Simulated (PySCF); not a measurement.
# CH3Cl2FSi: the cost of one run

The runs use PySCF 2.14.0, with density-fitted response routines of our own; the level of theory stands in each step. All values are computed, except where a source is named. Atoms count from 0, in the outputs and in this text.

## Step 1: Starting geometry

8 atoms, charge 0, multiplicity 1; geometry from: GFN2-xTB. The atoms were then displaced at random by about 0.01 Å, so the start is not that level's minimum.

Bonds of the start (Å): F0–Si1 1.63, Si1–C2 1.94, C2–Cl3 1.76, C2–Cl4 1.77, Si1–H5 1.45, Si1–H6 1.46, C2–H7 1.08.

## Step 2: Geometry optimisation at PBE0-D3(BJ)/def2-SVP

Job settings and geometry (Å):

```
{"job": {"xc": "PBE0", "basis": "def2-SVP", "d3": "d3bj", "grid": 1, "shake": 0.01, "kind": "geom"}, "charge": 0, "multiplicity": 1}
F      1.725060    -1.068210    -0.643930
Si     0.968570     0.111010     0.185800
C     -0.906280    -0.024440    -0.285680
Cl    -1.513890    -1.553340     0.339170
Cl    -1.782530     1.334000     0.427020
H      1.139750    -0.190810     1.589420
H      1.507460     1.370130    -0.313480
H     -1.083000     0.002510    -1.350790
```

Launch:

```console
OMP_NUM_THREADS=1 python probes_run.py task.json out
```

The driver reads the jobs from task.json and runs them one after another.

Q: Estimate the wall time and peak memory of this first job on 1 thread of Arm Neoverse V2, shared host.

About 16 s, with a peak of 0.41 GiB.
